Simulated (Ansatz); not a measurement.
# Co (hcp type): the cost of one run

Method: DFT PBE, with the methods named in each step, in Ansatz 0.2.0.

1 further run of the same task is left out (it didn't finish).

### Step 1. The structure to begin with

It takes space group P6_3/mmc (No. 194, hexagonal). The conventional cell has a = 2.493 Å, b = 2.493 Å, c = 4.037 Å, α = 90.00°, β = 90.00°, γ = 120.00°. Around Co (site symmetry -6m2) lie 12 Co at 2.48 to 2.49 Å.

Structure file:

```cif
data_structure
_symmetry_space_group_name_H-M 'P6_3/mmc'
_symmetry_Int_Tables_number 194
_cell_length_a 2.4930
_cell_length_b 2.4930
_cell_length_c 4.0369
_cell_angle_alpha 90.000
_cell_angle_beta 90.000
_cell_angle_gamma 120.000
_cell_volume 21.73
loop_
_atom_site_label
_atom_site_type_symbol
_atom_site_symmetry_multiplicity
_atom_site_Wyckoff_symbol
_atom_site_fract_x
_atom_site_fract_y
_atom_site_fract_z
_atom_site_occupancy
Co1 Co 2 d 0.33333 0.66667 0.75000 1
```

The file gives the conventional cell by its symmetry; the runs use the cell typed in the input.

Atoms are numbered in the order of the input: Co1, Co2, Co3, Co4.

### Step 2. Bulk in the slab's orientation, LAPW

input.yaml

```yaml
crystal:
  lattice:
    - [-1.246519899, 2.1590357976, 0.0]
    - [0.0, 0.0, 4.0369295266]
    - [3.7395596968, 2.1590357976, 0.0]
  atoms:
    - { symbol: Co, position: [0.5, 0.25, 0.166666667], spin: 1.7 }
    - { symbol: Co, position: [0.0, 0.25, 0.666666667], spin: 1.7 }
    - { symbol: Co, position: [0.0, 0.75, 0.333333333], spin: 1.7 }
    - { symbol: Co, position: [0.5, 0.75, 0.833333333], spin: 1.7 }
magnetization:
  spin_polarized: true
kpoints:
  mp_grid: { grid: [15, 9, 9] }
scf:
  occupations: { method: fermi_dirac, width: 0.1 }
hamiltonian:
  xc: pbe
  pseudopotentials: { kind: all_electron, lapw: { basis_error: 0.001 } }
output:
  forces: true
  stress: true
  eigenvalues: true
```

Started as:

```sh
$ ansatz run input.yaml --threads 3 --pin off --max-ram 9216MiB --backend cpu --events-out ev --progress --plain --runs-dir out
```

**Question.** How long does this run take on 3 threads of Arm Neoverse V1, shared host, and how much memory does it need?

About 1.9 min, with a peak of 2 GiB.
